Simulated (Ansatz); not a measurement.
# SiGeH₄ClOF: how energies converge with the basis set

How large a basis does SiGeH₄ClOF need? Two functionals are run in growing sets.

Method: one geometry, several basis sets; program: Ansatz 0.2.0, Gaussian basis.

The runs, in order: PBE0-D4/def2-SVP; ωB97M-V/def2-SVP; PBE0-D4/def2-QZVPP; ωB97M-V/def2-QZVPP; the functionals' def2-TZVPP values are taken from earlier runs.

## (1) The relaxed structure

The geometry comes from an earlier relaxation with PBE0-D4 in a triple-zeta def2 set; it is a stationary point, not always the lowest conformer.

SMILES `[F][GeH]([Cl])[O][SiH3]`, 9 atoms, charge 0, spin multiplicity 1.

Atoms are counted from 1 here; the program's logs count them from 0.

Bond lengths: F1–Ge2 1.724 Å, Ge2–Cl3 2.125 Å, Ge2–O4 1.736 Å, Ge2–H6 1.520 Å, O4–Si5 1.651 Å, Si5–H7 1.483 Å, Si5–H8 1.485 Å, Si5–H9 1.482 Å. Angles: F1–Ge2–Cl3 106.0°, F1–Ge2–O4 107.2°, F1–Ge2–H6 109.8°, Cl3–Ge2–O4 109.9°, Cl3–Ge2–H6 112.8°, O4–Ge2–H6 110.9°, Ge2–O4–Si5 136.5°, O4–Si5–H7 109.4°, O4–Si5–H8 110.4°, O4–Si5–H9 107.6°, H7–Si5–H8 109.6°, H7–Si5–H9 109.8°, H8–Si5–H9 110.0°.

## (2) PBE0-D4 in def2-SVP

Input file in.yaml:

```yaml
crystal:
  periodic: [false, false, false]
  atoms:
    - {symbol: F, position_ang: [0.024272, 1.261609, -2.044118]}
    - {symbol: Ge, position_ang: [-1.010984, 0.186870, -1.181458]}
    - {symbol: Cl, position_ang: [-0.669127, -1.742573, -2.003898]}
    - {symbol: O, position_ang: [-0.513087, 0.217745, 0.480999]}
    - {symbol: Si, position_ang: [0.876109, -0.085387, 1.320500]}
    - {symbol: H, position_ang: [-2.455265, 0.639014, -1.323016]}
    - {symbol: H, position_ang: [1.562487, 1.196067, 1.615963]}
    - {symbol: H, position_ang: [1.777159, -0.963283, 0.531053]}
    - {symbol: H, position_ang: [0.496835, -0.756263, 2.586874]}
basis:
  gaussian: {orbitals: def2-SVP}
hamiltonian: {xc: pbe0, dispersion: d4}
output: {orbitals: {seedname: orbitals}}
```

The run is started by

```console
ansatz run in.yaml --threads 4 --pin off --events-out ev --progress --plain --max-ram 10444MiB
```

Further steps of the session: ωB97M-V in def2-SVP; PBE0-D4 in def2-QZVPP; ωB97M-V in def2-QZVPP.

Before running them: what should the planned runs give, taken together? Wanted: PBE0-D4: double and triple zeta above quadruple; ωB97M-V: double and triple zeta above quadruple.

The runs gave:

```
                                       quantity           value
PBE0-D4: double and triple zeta above quadruple  22.59, 2.16 eV
ωB97M-V: double and triple zeta above quadruple  22.56, 2.07 eV
```

PBE0-D4 gains 20.43 eV from double to triple zeta, then 2.16 eV more. Total energies overstate the basis error of differences, where much of it tends to cancel. The LUMO of ωB97M-V is positive and keeps falling with the basis (1.76 to 1.08 eV): an unbound level that the basis holds in place.
